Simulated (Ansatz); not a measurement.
# C₂H₆FNSi: basis-set convergence

One table from this session's results is given with a row withheld; the runs are named, their logs left out.

Program: Ansatz 0.2.0, Gaussian basis. Level of theory: one geometry, several basis sets. These are calculated values, not measurements.

The runs, in order: PBE0-D4/def2-SVP; ωB97M-V/def2-SVP; PBE0-D4/def2-QZVPP; ωB97M-V/def2-QZVPP; the functionals' def2-TZVPP values are taken from earlier runs.

### The geometry

The geometry comes from an earlier relaxation with PBE0-D4 in a triple-zeta def2 set; it is a stationary point, not always the lowest conformer.

SMILES `C[C@@H]1N[Si@@H]1F`, 11 atoms, charge 0, spin multiplicity 1.

Atoms are counted from 1 here; the program's logs count them from 0.

Bond lengths: C1–C2 1.505 Å, C1–H6 1.095 Å, C1–H7 1.091 Å, C1–H8 1.093 Å, C2–N3 1.513 Å, C2–Si4 1.822 Å, C2–H9 1.093 Å, N3–Si4 1.682 Å, N3–H10 1.007 Å, Si4–F5 1.590 Å, Si4–H11 1.475 Å. Angles: C2–C1–H6 111.0°, C2–C1–H7 111.2°, C2–C1–H8 110.5°, H6–C1–H7 107.8°, H6–C1–H8 108.0°, H7–C1–H8 108.2°, C1–C2–N3 115.6°, C1–C2–Si4 127.2°, C1–C2–H9 113.0°, N3–C2–Si4 59.7°, N3–C2–H9 114.3°, Si4–C2–H9 115.5°, C2–N3–Si4 69.3°, C2–N3–H10 120.3°, Si4–N3–H10 134.9°, C2–Si4–N3 51.0°, C2–Si4–F5 124.0°, C2–Si4–H11 124.5° and more.

The first run:

in.yaml

```yaml
crystal:
  periodic: [false, false, false]
  atoms:
    - {symbol: C, position_ang: [-1.144523, 0.480075, 0.867641]}
    - {symbol: C, position_ang: [0.036496, -0.330138, 0.406280]}
    - {symbol: N, position_ang: [1.220740, 0.468144, -0.093342]}
    - {symbol: Si, position_ang: [0.628656, -0.538156, -1.304368]}
    - {symbol: F, position_ang: [-0.048107, 0.149051, -2.568063]}
    - {symbol: H, position_ang: [-0.932522, 0.973997, 1.821688]}
    - {symbol: H, position_ang: [-1.399867, 1.253277, 0.140797]}
    - {symbol: H, position_ang: [-2.018839, -0.161320, 1.006452]}
    - {symbol: H, position_ang: [0.297689, -1.136859, 1.096706]}
    - {symbol: H, position_ang: [2.070480, 0.507447, 0.444967]}
    - {symbol: H, position_ang: [1.355096, -1.722517, -1.798059]}
basis:
  gaussian: {orbitals: def2-SVP}
hamiltonian: {xc: pbe0, dispersion: d4}
output: {orbitals: {seedname: orbitals}}
```

Command:

```sh
$ ansatz run in.yaml --threads 4 --pin off --events-out ev --progress --plain --max-ram 10444MiB
```

Among the steps run: PBE0-D4 in def2-SVP; ωB97M-V in def2-SVP; PBE0-D4 in def2-QZVPP; ωB97M-V in def2-QZVPP.

One of the session's tables, all rows but one given; the rest of the session is left out.

```
functional       basis  HOMO (eV)  LUMO (eV)
   PBE0-D4    def2-SVP      -6.97       1.00
   PBE0-D4  def2-TZVPP          ?          ?
   PBE0-D4  def2-QZVPP      -7.14       0.24
   ωB97M-V    def2-SVP      -9.24       2.91
   ωB97M-V  def2-TZVPP      -9.38       2.07
   ωB97M-V  def2-QZVPP      -9.41       1.58
```

**Question.** Estimate the row for PBE0-D4, def2-TZVPP.

As computed: HOMO (eV): -7.10; LUMO (eV): 0.47. In the column «HOMO (eV)» it lies between PBE0-D4, def2-QZVPP (-7.14) and PBE0-D4, def2-SVP (-6.97).
